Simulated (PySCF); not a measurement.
# BBr+: bond curves at several levels of theory

One table from this session's results is given with a row withheld; the runs are named, their logs left out.

Method: B 6-31G(d,p), Br 6-31G(d,p), no relativity; program: PySCF 2.14.0.

Set-up of the first run:

The job is set up so:

* atoms: B, Br
* charge: 1
* basis: B 6-31G(d,p), Br 6-31G(d,p)
* Hamiltonian: no relativity
* basis functions: 46
* electrons treated: 39
* masses in u: 11.0093, 78.9183
* levels: PBE0, PBE, r²SCAN, MN15, BLYP, M06-2X, LC-ωPBE, HF, MP2, SCS-MP2, CCSD, CCSD(T)
* grid: 80 radial by 434 angular points
* occupations: held fixed by the projection of orbital angular momentum
* dissociation limit: B+ + Br, each in its ground configuration
* starting distance in angstrom: 2.030
* values of 2S to try: 1, 3

Launch:

```sh
$ OMP_NUM_THREADS=1 python dia.py task.json out
```

Steps of the session up to this table: Set-up; The PBE0 curve of the state that the search chose; Other states along the same grid; PBE; r²SCAN (meta-GGA); MN15 (hybrid meta-GGA); BLYP; M06-2X (hybrid meta-GGA); LC-ωPBE (range-separated hybrid); UHF (mean field); Adding correlation.

One of the session's tables, all rows but one given; the rest of the session is left out.

| level | Re (Å) | ωe (cm⁻¹) | De (eV) |
| --- | --- | --- | --- |
| UHF | 1.751 | 976 | 2.37 |
| UHF-MP2 | 1.747 | 1002 | 3.19 |
| UHF-SCS-MP2 | 1.751 | 984 | 2.89 |
| UHF-CCSD | 1.754 | 961 | 2.55 |
| UHF-CCSD(T) | 1.759 | 954 | 2.74 |
| PBE | 1.768 | 927 | 3.93 |
| BLYP | 1.778 | 899 | 3.61 |
| r²SCAN | ? | ? | ? |
| PBE0 | 1.753 | 962 | 3.63 |
| MN15 | 1.748 | 969 | 3.19 |
| M06-2X | 1.750 | 967 | 3.01 |
| LC-ωPBE | 1.738 | 999 | 3.41 |

**Question.** Estimate the row for r²SCAN.

As computed: Re (Å): 1.758; ωe (cm⁻¹): 954; De (eV): 3.95. In the column «Re (Å)» it lies between UHF-CCSD (1.754) and UHF-CCSD(T) (1.759).
